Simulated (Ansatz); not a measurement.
**Al3Si8N3: melt and quench**

This session takes Al3Si8N3 and sets out to follow a random packing through a hot liquid and a fast quench, and see what structure it leaves.

Method: DFT PBE, scalar-relativistic, plane waves, PAW, in Ansatz 0.2.0.

## 1. Starting point

The cell holds 14 atoms (Al3N3Si8): a = 5.779 Å, b = 5.948 Å, c = 6.533 Å, α = 88.72°, β = 94.71°, γ = 91.30°.

It is the last frame of an earlier stage of the same melt, run at 2880 K.

As a file:

```cif
data_structure
_symmetry_space_group_name_H-M 'P 1'
_symmetry_Int_Tables_number 1
_cell_length_a 5.7790
_cell_length_b 5.9479
_cell_length_c 6.5326
_cell_angle_alpha 88.716
_cell_angle_beta 94.708
_cell_angle_gamma 91.296
_cell_volume 223.68
loop_
_atom_site_label
_atom_site_type_symbol
_atom_site_fract_x
_atom_site_fract_y
_atom_site_fract_z
_atom_site_occupancy
Al1 Al 0.49939 0.75391 0.09605 1
Al2 Al 0.22171 0.16964 0.23209 1
Al3 Al 0.22956 0.03410 0.79727 1
N1 N 0.97274 0.38700 0.18262 1
N2 N 0.42233 0.42566 0.10685 1
N3 N 0.19205 0.78620 0.14014 1
Si1 Si 0.90788 0.23081 0.53423 1
Si2 Si 0.95732 0.59431 0.43095 1
Si3 Si 0.83123 0.92899 0.83565 1
Si4 Si 0.18909 0.52508 0.95914 1
Si5 Si 0.68573 0.85586 0.49657 1
Si6 Si 0.34187 0.56181 0.53676 1
Si7 Si 0.73206 0.16187 0.11646 1
Si8 Si 0.45251 0.17053 0.50821 1
```

## 2. Dynamics at 1600 K

One k point, a Fermi-Dirac width of 0.138 eV and a fixed cell.

input.yaml

```yaml
crystal:
  lattice:
    - [5.773205, -0.064851, -0.251537]
    - [-0.064851, 5.947139, 0.068497]
    - [-0.251537, 0.068497, 6.527354]
  atoms:
    - { symbol: Al, position: [0.4993919174, 0.7539144083, 0.0960498851] }
    - { symbol: Al, position: [0.2217106028, 0.169638872, 0.2320912229] }
    - { symbol: Al, position: [0.2295615727, 0.0340960843, 0.797270459] }
    - { symbol: "N", position: [0.9727448699, 0.3870022331, 0.1826164729] }
    - { symbol: "N", position: [0.422330807, 0.4256603021, 0.1068462494] }
    - { symbol: "N", position: [0.1920496876, 0.7862022554, 0.1401408871] }
    - { symbol: Si, position: [0.9078780503, 0.2308111269, 0.5342313989] }
    - { symbol: Si, position: [0.9573170247, 0.5943078672, 0.4309505834] }
    - { symbol: Si, position: [0.8312271692, 0.9289895649, 0.8356535725] }
    - { symbol: Si, position: [0.1890926418, 0.5250759033, 0.9591358805] }
    - { symbol: Si, position: [0.6857290222, 0.8558638616, 0.4965667452] }
    - { symbol: Si, position: [0.3418654017, 0.5618143059, 0.5367597175] }
    - { symbol: Si, position: [0.7320645857, 0.1618713992, 0.1164577958] }
    - { symbol: Si, position: [0.4525105333, 0.1705334416, 0.5082125575] }
  symmetry: { detect: false }
basis:
  ecutwfc: 420
  xc_grid: 1
kpoints:
  mp_grid: { grid: [1, 1, 1], shift: [0.25, 0.25, 0.25] }
hamiltonian:
  xc: pbe
scf:
  occupations: { method: fermi_dirac, width: 0.1379 }
  lower_state_search: "off"
  convergence: { dr2_threshold: 1.0e-05 }
output:
  forces: true
  stress: true
md:
  timestep: 2.0
  n_steps: 250
  ensemble: nvt_langevin
  friction: 0.03
  temperature: 1600.0
  initial_velocities: maxwell_boltzmann
  seed: 91360
```

Command:

```sh
$ ansatz run input.yaml --threads 2 --pin off --max-ram 5120MiB --backend cpu --events-out ev --progress --plain --runs-dir out
```

Standard output, shortened:

```text
Warning: scf.convergence.dr2_threshold = 1e-5 eV is looser than this run's default, which is 1e-7 eV or tighter. The error in the forces grows as the threshold's square root, so leave the key out unless less accurate forces are enough
Warning: output.stress: scf.convergence.dr2_threshold = 1e-5 eV is looser than the 1.4e-9 eV advised for a printed stress (1e-10 eV for each atom of the cell: 14). What an SCF threshold leaves in a stress goes as its square root, and in the free energy as the threshold itself, and one [...]
Warning: RAYON_NUM_THREADS=2 ignored (pool sized by the plan → 2); use --threads N
band count auto-derived: 43 (N_el = 56.0; filled up to band 28; 42 by the electrons, moments and atoms)
[...]
Pseudopotentials: kind: paw
Pseudopotential: Al, paw, valence charge 3, recommended cutoff 420 eV (normal), Al.paw.azcp
Pseudopotential: N, paw, valence charge 5, recommended cutoff 420 eV (normal), N.paw.azcp
Pseudopotential: Si, paw, valence charge 4, recommended cutoff 420 eV (normal), Si.paw.azcp
Functional definition: PBE
[...]
Crystal: 14 atoms, lattice volume = 223.682 Å³
Basis set: ecut = 420 eV, 4347 PW (Γ)
Bands: 43, of which v1, the nominal top of the filled ones, is band 28 counted from 1 (27 counted from 0)
Symmetry: 1 space group operations
k-points: 1
[...]
SCF iter   1: F=—  HF=-7844.466142 eV  |F-HF|=—  |Δ(HF+E_count)|=         —  Δρ=1.43e-2  dr2=1.23e0  ethr=1.77e-3  ⟨swp⟩=8.0  Hψ=226  notcnv=0
[...]
md step     0: t =     0.00 fs  T =  1485.7 K  F+E_penalty+E_count = -7844.18453130 eV  E_kin = 2.688608 eV  P_inst = 1.7201 GPa  (6 SCF iters)
[...]
md step    10: t =    20.00 fs  T =  1813.6 K  F+E_penalty+E_count = -7845.52643073 eV  E_kin = 3.281916 eV  P_inst = 0.6344 GPa  (6 SCF iters)
[...]
md step    20: t =    40.00 fs  T =  2643.5 K  F+E_penalty+E_count = -7846.91757157 eV  E_kin = 4.783803 eV  P_inst = 2.3994 GPa  (6 SCF iters)
[...]
md step    30: t =    60.00 fs  T =  2084.2 K  F+E_penalty+E_count = -7846.20174732 eV  E_kin = 3.771573 eV  P_inst = 4.0776 GPa  (6 SCF iters)
[...]
md step    38: t =    76.00 fs  T =  1420.0 K  F+E_penalty+E_count = -7847.84605181 eV  E_kin = 2.569645 eV  P_inst = -3.1186 GPa  (4 SCF iters)
md step    39: t =    78.00 fs  T =  1435.2 K  F+E_penalty+E_count = -7847.81137552 eV  E_kin = 2.597126 eV  P_inst = -3.1309 GPa  (4 SCF iters)
```

## 3. More of the same log: Langevin dynamics at 1600 K from the last frame before

Output, continued, shortened:

```text
md step    40: t =    80.00 fs  T =  1635.8 K  F+E_penalty+E_count = -7847.88728623 eV  E_kin = 2.960185 eV  P_inst = -3.1406 GPa  (6 SCF iters)
[...]
md step    70: t =   140.00 fs  T =  1895.0 K  F+E_penalty+E_count = -7848.68930065 eV  E_kin = 3.429197 eV  P_inst = -1.3114 GPa  (6 SCF iters)
[...]
md step   100: t =   200.00 fs  T =  1451.6 K  F+E_penalty+E_count = -7848.84614956 eV  E_kin = 2.626884 eV  P_inst = 2.7784 GPa  (6 SCF iters)
[...]
md step   130: t =   260.00 fs  T =  1399.8 K  F+E_penalty+E_count = -7849.20136205 eV  E_kin = 2.533128 eV  P_inst = 3.8520 GPa  (6 SCF iters)
[...]
md step   158: t =   316.00 fs  T =  1587.9 K  F+E_penalty+E_count = -7848.56211902 eV  E_kin = 2.873517 eV  P_inst = -0.1165 GPa  (4 SCF iters)
md step   159: t =   318.00 fs  T =  1169.3 K  F+E_penalty+E_count = -7848.33397882 eV  E_kin = 2.115945 eV  P_inst = -0.1842 GPa  (4 SCF iters)
```

## 4. More of the same log: Langevin dynamics at 1600 K from the last frame before

The log, continued, shortened:

```text
md step   160: t =   320.00 fs  T =  1070.3 K  F+E_penalty+E_count = -7848.17150576 eV  E_kin = 1.936867 eV  P_inst = 0.0117 GPa  (6 SCF iters)
[...]
md step   182: t =   364.00 fs  T =  2026.3 K  F+E_penalty+E_count = -7849.17024395 eV  E_kin = 3.666813 eV  P_inst = 0.6399 GPa  (4 SCF iters)
[...]
md step   204: t =   408.00 fs  T =  1528.0 K  F+E_penalty+E_count = -7849.52868429 eV  E_kin = 2.765168 eV  P_inst = 1.8572 GPa  (3 SCF iters)
[...]
md step   226: t =   452.00 fs  T =  1588.5 K  F+E_penalty+E_count = -7848.43194085 eV  E_kin = 2.874533 eV  P_inst = 0.2865 GPa  (3 SCF iters)
[...]
md step   248: t =   496.00 fs  T =  1679.1 K  F+E_penalty+E_count = -7848.29760869 eV  E_kin = 3.038615 eV  P_inst = -2.5103 GPa  (3 SCF iters)
md step   249: t =   498.00 fs  T =  1552.2 K  F+E_penalty+E_count = -7848.49119610 eV  E_kin = 2.808881 eV  P_inst = -2.8834 GPa  (4 SCF iters)
[...]
SCF converged after 6 iterations
Free energy (F): -7848.634122 eV
[...]
E sigma→0 (E₀):  -7848.564658 eV
Entropy (-TS):   -0.138928 eV (-9.923 meV/atom)
Fermi energy:    7.760460 eV
[...]
--- Forces (eV/Å), atoms counted from 1 ---
  atom   1  Al    -1.07120645    -0.39121248    -0.96471318
  atom   2  Al    -0.89124008    -0.24976442    -0.17507649
  atom   3  Al     0.04571416     0.60873311     1.24536687
  atom   4  N      0.44739529     0.59060799    -0.22595299
  atom   5  N      1.92607883    -0.48696266    -0.01135593
  atom   6  N      0.59453466     0.47580300    -1.72191822
  atom   7  Si    -0.03736249     0.12152054     0.88044222
  atom   8  Si     0.06970926     0.82106820     0.87786376
[...]
--- Stress (GPa, compression-positive) ---
       -6.942910      -1.659534      -0.208196
       -1.659532      -3.356085       4.063088
       -0.208193       4.063086      -2.766995
  P = ⅓ Tr σ = -4.3553 GPa (-43.553 kbar)
--- MD trajectory: 250 steps, t = 0.0 → 500.0 fs ---
  final state: T = 1897.2 K   F+E_penalty+E_count = -7848.63412232 eV   E_kin = 3.433197 eV
```

Run time: 2.6 min. Hardware: 2 threads of Arm Neoverse V1, shared host; peak memory 0.38 GiB.

## 5. Frames and traces

The trajectory, every 13 steps (energies from step 0); msd is the mean square displacement from the start, the centre of mass held:

```
time (fs)  T (K)  potential energy change (meV/atom)  pressure (GPa)  msd Al (Å²)  msd Si (Å²)  msd N (Å²)
      0.0   1486                                 0.0             1.7        0.000        0.000       0.000
     26.0   1860                              -135.3             0.3        0.074        0.089       0.099
     52.0   2134                              -141.7             5.0        0.243        0.299       0.303
     78.0   1435                              -259.1            -3.1        0.405        0.356       0.224
    104.0   1970                              -238.8             0.0        0.591        0.572       0.233
    130.0   1454                              -275.7            -1.6        0.631        0.731       0.186
    156.0   1895                              -318.7             2.5        0.622        0.764       0.407
    182.0   2192                              -328.4             1.7        0.644        0.803       0.614
    208.0   1346                              -326.8             2.6        1.001        0.847       0.600
    234.0   1626                              -342.1             0.1        1.186        0.918       0.504
    260.0   1400                              -358.3             3.9        1.002        1.121       0.536
    286.0   1543                              -337.2             2.1        0.968        1.165       0.515
    312.0   1630                              -332.2            -0.2        1.001        1.184       0.590
    338.0   1481                              -306.1             2.2        1.036        1.206       0.593
    364.0   2026                              -356.1             0.6        1.343        1.140       0.459
    390.0   1431                              -369.5             0.2        1.574        1.131       0.613
    416.0   1195                              -367.0             2.0        1.528        1.212       0.611
    442.0   1630                              -316.6            -0.1        1.449        1.260       0.653
    468.0   2209                              -339.4            -1.1        1.540        1.285       0.474
    494.0   1497                              -274.0            -2.3        1.985        1.278       0.450
    500.0   1897                              -317.8            -2.7        2.055        1.299       0.470
```

time (fs), T (K) and a bar:
```
      0.0       1486 #########
     22.0       1639 ############
     44.0       2507 ##############################
     66.0       2058 #####################
     86.0       1753 ##############
    108.0       2129 ######################
    130.0       1454 ########
    152.0       1780 ###############
    174.0       1901 #################
    196.0       1683 #############
    218.0       1499 #########
    240.0       1194 ###
    260.0       1400 #######
    282.0       1902 #################
    304.0       1594 ###########
    326.0       1577 ###########
    348.0       1435 ########
    370.0       1467 ########
    392.0       1362 ######
    414.0       1134 #
    434.0       1467 ########
    456.0       1748 ##############
    478.0       1071 
    500.0       1897 #################
```

Bonds that form or break, judged by distance (formed within 1.15 times the sum of covalent radii and held on average over 12 fs, broken when stretched by half; pairs already stretched at the start don't count as bonds):

```
time (fs)       bond   event
     84.0    N4–Si10   forms
    110.0   Si7–Si10   forms
    110.0    N6–Si10  breaks
    116.0  Si11–Si13   forms
    154.0   Si9–Si14   forms
    182.0    N6–Si10   forms
    278.0   Si8–Si14   forms
    322.0   Si7–Si11  breaks
    370.0   Si7–Si12   forms
    408.0   Si7–Si14  breaks
    456.0    N5–Si14   forms
    482.0   Si7–Si11   forms
```

Pair distribution over the second half of the run:

```
r (Å)  g Si–Si  g Al–Si  g N–Si
 0.68     0.00     0.00    0.00
 0.84     0.00     0.00    0.00
 1.00     0.00     0.00    0.00
 1.16     0.00     0.00    0.00
 1.32     0.00     0.00    0.00
 1.48     0.00     0.00    0.02
 1.64     0.00     0.00    2.28
 1.80     0.00     0.00    3.65
 1.96     0.00     0.00    2.06
 2.12     0.14     0.02    0.58
 2.28     1.35     0.48    0.14
 2.44     2.66     1.69    0.04
 2.60     1.84     1.84    0.11
 2.76     1.62     1.81    0.42
```

First peaks of g(r) (not always the tallest), and, where a minimum follows, the mean number of second-named atoms round a first-named one up to the next minimum:

```
 pair  peak (Å)  height  minimum (Å)  neighbours
Si–Si      2.44     2.7            -           -
 N–Si      1.80     3.6         2.44         2.1
```

## 6. Positions and forces

Extended XYZ, with forces in eV/Å:

```xyz
14
Lattice="5.773 -0.065 -0.252 -0.065 5.947 0.068 -0.252 0.068 6.527" Properties=species:S:1:pos:R:3:forces:R:3 pbc="T T T" time_fs=72.0 T=1993 dE=-3.6774
Al    3.244    4.039    0.240   -1.388    0.022    2.248
Al    1.708    0.456    1.505   -0.567    0.672   -0.392
Al    0.969   -0.343    5.040    0.032   -1.010    1.216
N     5.548    2.052    1.031   -0.669    0.649   -0.790
N     2.417    2.323    0.172    1.265   -0.891    0.865
N     1.386    4.938    0.500    0.077   -0.817   -2.425
Si    4.805    1.162    3.931    0.287    1.235   -1.211
Si    5.498    3.230    2.389   -0.367   -0.140    0.007
Si    3.869    5.475    5.244    0.246    1.540   -0.358
Si    0.675    3.105    6.076   -1.472   -0.101    1.169
Si    3.876    5.299    2.317    0.931   -0.723    0.269
Si    1.918    3.678    3.569    0.181    0.388   -0.194
Si    3.984    1.405    0.334    0.941   -1.460   -0.285
Si    2.209    1.274    3.716    0.507    0.637   -0.120
14
Lattice="5.773 -0.065 -0.252 -0.065 5.947 0.068 -0.252 0.068 6.527" Properties=species:S:1:pos:R:3:forces:R:3 pbc="T T T" time_fs=142.0 T=2039 dE=-4.5453
Al    2.826    4.151    0.452    0.677   -0.138   -0.334
Al    1.187    0.096    1.964   -0.575    1.050    1.300
Al    0.979   -0.604    5.097   -0.654    0.426   -0.901
N     5.323    2.322    0.761    1.729   -1.076   -1.803
N     2.663    2.279    0.251   -1.899    0.319   -0.597
N     1.264    5.290    0.449    0.505   -0.868   -1.256
Si    5.184    1.381    4.074    0.649    0.193    0.112
Si    5.666    3.491    1.979   -0.334   -1.293    0.768
Si    3.504    5.540    4.596    0.363   -0.209    1.523
Si    0.710    2.018    6.244   -0.381    0.858    0.658
Si    4.315    5.334    2.080   -0.563    0.326    0.352
Si    2.049    3.900    3.219   -0.381   -0.475    0.701
Si    4.011    1.152    0.184    0.649    1.152    0.066
Si    2.595    1.579    3.371    0.215   -0.276   -0.601
14
Lattice="5.773 -0.065 -0.252 -0.065 5.947 0.068 -0.252 0.068 6.527" Properties=species:S:1:pos:R:3:forces:R:3 pbc="T T T" time_fs=214.0 T=1674 dE=-4.8664
Al    3.076    4.505    0.272   -0.034   -1.672    0.868
Al    1.198   -0.225    2.039    0.746   -0.447   -0.876
Al    1.259   -1.220    4.787   -1.316    2.403    1.392
N     5.637    2.259    0.434   -0.485   -1.459   -1.947
N     2.613    2.212    0.064    0.118    1.704    0.485
N     1.352    5.466    0.119   -0.022    0.753    0.760
Si    5.851    0.909    3.745   -0.453   -0.483    0.970
Si    5.571    2.956    1.958   -1.333    1.326    1.030
Si    3.739    5.800    4.899    0.803    1.003   -1.031
Si    0.841    1.531    6.165    0.687   -0.244    0.770
Si    4.442    5.441    2.124   -0.965   -1.019   -0.187
Si    1.767    3.378    3.182    1.394    0.196   -0.652
Si    4.062    1.359    0.455   -0.135   -0.430   -1.134
Si    2.958    1.488    2.972    0.992   -1.633   -0.455
14
Lattice="5.773 -0.065 -0.252 -0.065 5.947 0.068 -0.252 0.068 6.527" Properties=species:S:1:pos:R:3:forces:R:3 pbc="T T T" time_fs=286.0 T=1543 dE=-4.7209
Al    2.872    3.935    0.367    0.767   -0.835    0.186
Al    1.277   -0.291    2.292   -0.361   -0.364   -0.733
Al    1.467   -0.993    4.781   -0.017   -0.140    0.743
N     5.434    2.063    0.352    2.556    2.844    2.600
N     2.609    1.998    0.285   -0.236    2.401    0.303
N     1.662    5.320    0.477   -2.349    1.662   -0.879
Si    5.878    0.984    4.048    0.233   -0.580    0.098
Si    5.312    2.927    2.108    0.544    0.548   -1.818
Si    3.750    5.780    4.687    0.426    0.196    0.095
Si    0.814    1.349    6.593    1.369   -1.704   -1.455
Si    4.232    5.346    1.917    1.282   -0.774    0.180
Si    1.909    3.215    2.953   -1.191    1.134    0.976
Si    4.088    1.234   -0.039   -2.295   -3.027   -0.888
Si    3.495    1.592    2.850   -0.728   -1.351    0.595
14
Lattice="5.773 -0.065 -0.252 -0.065 5.947 0.068 -0.252 0.068 6.527" Properties=species:S:1:pos:R:3:forces:R:3 pbc="T T T" time_fs=358.0 T=1679 dE=-4.8347
Al    2.735    3.740    0.710   -1.491    1.016    0.251
Al    0.966   -0.411    2.271    0.243   -1.131   -0.286
Al    0.781   -1.233    5.115   -0.841    0.857    0.859
N     5.568    1.982    0.299    2.398    2.097    1.215
N     2.629    2.022    0.243    1.065   -1.276   -0.923
N     1.215    5.258    0.484    0.475   -0.168   -2.141
Si    5.890    0.991    3.872    0.654    0.979   -0.071
Si    5.328    2.848    1.844   -0.152    0.523    0.991
Si    4.063    5.607    4.461   -0.898   -0.262    0.221
Si    0.915    1.335    6.297    0.829   -1.586    0.231
Si    4.234    5.299    1.337    1.085    0.829    1.195
Si    1.700    3.167    3.624    0.012   -0.435   -1.399
Si    4.268    1.223   -0.371   -3.664   -1.937   -0.130
Si    3.137    1.072    2.726    0.286    0.501   -0.012
14
Lattice="5.773 -0.065 -0.252 -0.065 5.947 0.068 -0.252 0.068 6.527" Properties=species:S:1:pos:R:3:forces:R:3 pbc="T T T" time_fs=428.0 T=1833 dE=-4.8693
Al    2.493    3.872    0.854    0.746   -0.577   -0.697
Al    1.213   -0.533    2.347   -1.110   -0.011    0.254
Al    0.144   -1.183    4.888    0.407   -0.966    1.265
N     5.629    2.224    0.441   -1.329   -1.636   -1.319
N     2.577    2.126    0.335    0.377   -2.031   -0.461
N     1.330    5.194    0.479   -1.532    1.429   -1.238
Si    5.961    1.015    4.068   -0.891   -0.292    0.412
Si    5.179    2.971    1.861   -0.040    0.409    1.793
Si    3.393    5.755    4.289    1.546   -0.370    1.436
Si    0.813    1.228    6.617    1.337   -0.463   -0.754
Si    4.236    5.118    2.086    0.551    0.639   -0.101
Si    1.414    2.926    3.525   -0.345    1.084   -0.068
Si    4.204    0.926    0.071   -0.174    1.311   -0.150
Si    2.830    1.310    2.406    0.454    1.473   -0.371
14
Lattice="5.773 -0.065 -0.252 -0.065 5.947 0.068 -0.252 0.068 6.527" Properties=species:S:1:pos:R:3:forces:R:3 pbc="T T T" time_fs=500.0 T=1897 dE=-4.4496
Al    2.740    3.981    0.382   -1.071   -0.391   -0.965
Al    1.626   -0.528    2.279   -0.891   -0.250   -0.175
Al   -0.291   -1.610    5.019    0.046    0.609    1.245
N     5.125    2.117    0.130    0.447    0.591   -0.226
N     2.019    2.078    0.370    1.926   -0.487   -0.011
N     0.768    5.184    0.583    0.595    0.476   -1.722
Si    5.716    0.850    3.759   -0.037    0.122    0.880
Si    5.106    3.111    1.597    0.070    0.821    0.878
Si    3.323    5.690    4.776    0.307    0.006   -0.470
Si    0.407    1.075    6.359    1.013    0.112    0.207
Si    4.505    5.395    2.228   -1.372   -0.355    0.159
Si    1.195    3.348    3.537    0.160   -1.998   -0.697
Si    3.679    1.181    0.047   -1.205   -0.959    0.385
Si    2.674    1.501    2.556    0.015    1.700    0.507
```

## 7. Summary of the stages

Means over the second half of each stage, earlier sessions' stages included (the first, hottest stages at a lower cutoff are left out); the pressure holds its kinetic part:

```
thermostat (K)  duration (fs)  mean T (K)  mean P (GPa)  mean potential energy over the last stage (meV/atom)  largest msd at the end (Å²)  wall time
          4000            500        3862           6.1                                                   340                         3.31    2.7 min
          2880            500        2809           2.1                                                   192                         2.62    2.5 min
          1600            500        1554           0.6                                                     0                         2.14    2.6 min
```

## 8. What came out

| quantity | value |
| --- | --- |
| 1600 K: length | 250 steps of 2 fs |
| 1600 K: temperature, first and last step | 1486 and 1897 K |
| 1600 K: temperature, second half | mean 1554 K, from 894 to 2300 K |

Against a set 1600 K the second half averages 1554 K with a spread of 262 K (in equilibrium 14 atoms would scatter by about 349 K, over a far longer run). The thermostat is lowered by 2400 K within 1000 fs (some 2×10^15 K/s), far faster than any real quench. A run of 500 fs with 14 atoms shows the motion but fixes no equilibrium value.
